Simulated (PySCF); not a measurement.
# C2H4BN: the cost of one run

Programs: PySCF 2.14.0, with density-fitted response routines of our own. Each step states its level of theory. These are calculated values for one molecule in the gas phase, unless marked as measured. Atoms are numbered from 0 throughout.

**1. Starting geometry**

8 atoms, charge 0, multiplicity 1; geometry from: GFN2-xTB. The atoms were then displaced at random by about 0.01 Å, so the start is not that level's minimum.

Bonds of the start (Å): C0–C1 1.24, C1–B2 1.54, B2–N3 1.34, C0–H4 1.02, B2–H5 1.18, N3–H6 1.01, N3–H7 1.02.

**2. Geometry optimisation at PBE0-D3(BJ)/def2-SVP**

Job settings and geometry (Å):

```
{"job": {"xc": "PBE0", "basis": "def2-SVP", "d3": "d3bj", "grid": 1, "shake": 0.01, "kind": "geom"}, "charge": 0, "multiplicity": 1}
C      2.081740    -0.473390     0.508640
C      0.979090     0.029820     0.264580
B     -0.390370     0.652050    -0.042760
N     -1.399370    -0.169520    -0.358900
H      3.002220    -0.869840     0.704600
H     -0.528370     1.822020     0.002130
H     -1.347390    -1.176520    -0.403020
H     -2.342400     0.166250    -0.572260
```

Run with:

```sh
> OMP_NUM_THREADS=1 python probes_run.py task.json out
```

The driver reads the jobs from task.json and runs them one after another.

Q: Estimate the wall time and peak memory of this first job on 1 thread of Arm Neoverse V1, shared host.

About 11 s, with a peak of 0.32 GiB.
